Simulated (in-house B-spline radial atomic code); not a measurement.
# Rb⁷⁺: ionisation energy by several methods

How far do functionals differ on the ionisation energy of Rb⁷⁺? Each run solves Rb⁷⁺ and then the next ion ([Ar] 3d10 4s1).

Program: in-house B-spline radial atomic code version 1. Level of theory: Dirac-Coulomb, several functionals; spherical all-electron atom at the radial basis limit. These are calculated values, not measurements, unless marked.

### 1 The system

```
element       : rubidium (Z = 37)
charge        : +7
electrons     : 30
configuration : [Ar] 3d10 4s2
nucleus       : Fermi, rms radius 4.204 fm
```

The outer shells:

[Ar] 3d10 4s2
```
[Ar] core
3d [↑↓][↑↓][↑↓][↑↓][↑↓]
4s [↑↓]
```

### 2 LDA (VWN5)

The run's settings:

```ini
Z = 37
electrons = 30.0
configuration = [Ar] 3d10 4s2
hamiltonian = dirac
method = lda,vwn
spin_polarised = False
nucleus = fermi
rms_radius = 4.2036
mass_number = 85
atomic_mass = 84.91178973604
speed_of_light = 137.035999084
```

### 3 LDA (PW92)

Changes to the settings of step 2:

```diff
@@ -4,3 +4,3 @@
 hamiltonian = dirac
-method = lda,vwn
+method = lda,pw
 spin_polarised = False
```

### 4 BLYP

Changes to the settings of step 3:

```diff
@@ -4,3 +4,3 @@
 hamiltonian = dirac
-method = lda,pw
+method = b88,lyp
 spin_polarised = False
```

### 5 OLYP

Changes to the settings of step 4:

```diff
@@ -4,3 +4,3 @@
 hamiltonian = dirac
-method = b88,lyp
+method = optx,lyp
 spin_polarised = False
```

### 6 PW91

Changes to the settings of step 5:

```diff
@@ -4,3 +4,3 @@
 hamiltonian = dirac
-method = optx,lyp
+method = pw91,pw91
 spin_polarised = False
```

### 7 exchange-only LDA

Changes to the settings of step 6:

```diff
@@ -4,3 +4,3 @@
 hamiltonian = dirac
-method = pw91,pw91
+method = lda,
 spin_polarised = False
```

**Question.** The tabulated ionisation energy is 132.79 ± 0.25 eV (semi-empirical; NIST Atomic Spectra Database). What does each method give, and which comes nearest?

**Answer**, as computed:

| method | rung | total energy (hartree) | ΔSCF (eV) | with Breit, QED, recoil (eV) | −ε highest (eV) | corrected ΔSCF less tabulated (eV) |
| --- | --- | --- | --- | --- | --- | --- |
| LDA (VWN5) | LDA | -2964.0947 | 134.69 | 134.61 | 126.06 (4s1/2) | +1.82 |
| LDA (PW92) | LDA | -2964.0810 | 134.69 | 134.61 | 126.05 (4s1/2) | +1.82 |
| exchange-only LDA | LDA | -2961.0922 | 133.03 | 132.95 | 124.38 (4s1/2) | +0.16 |
| BLYP | GGA | -2968.1803 | 134.40 | 134.32 | 125.70 (4s1/2) | +1.53 |
| OLYP | GGA | -2968.9599 | 133.42 | 133.34 | 124.98 (4s1/2) | +0.55 |
| PW91 | GGA | -2968.2607 | 134.29 | 134.21 | 125.70 (4s1/2) | +1.42 |

What this shows: Against the tabulated ionisation energy, 132.79 ± 0.25 eV (semi-empirical; NIST Atomic Spectra Database), the best here is exchange-only LDA (+0.16 eV) and the worst LDA (VWN5) (+1.82 eV, or 1.4 %). Open shells are averaged (over orientations, and over spins where the run is restricted), while tables refer to the lowest levels. For the semilocal functionals minus the highest level recovers only 93 to 94 % of their own ΔSCF value, a mark of self-interaction.
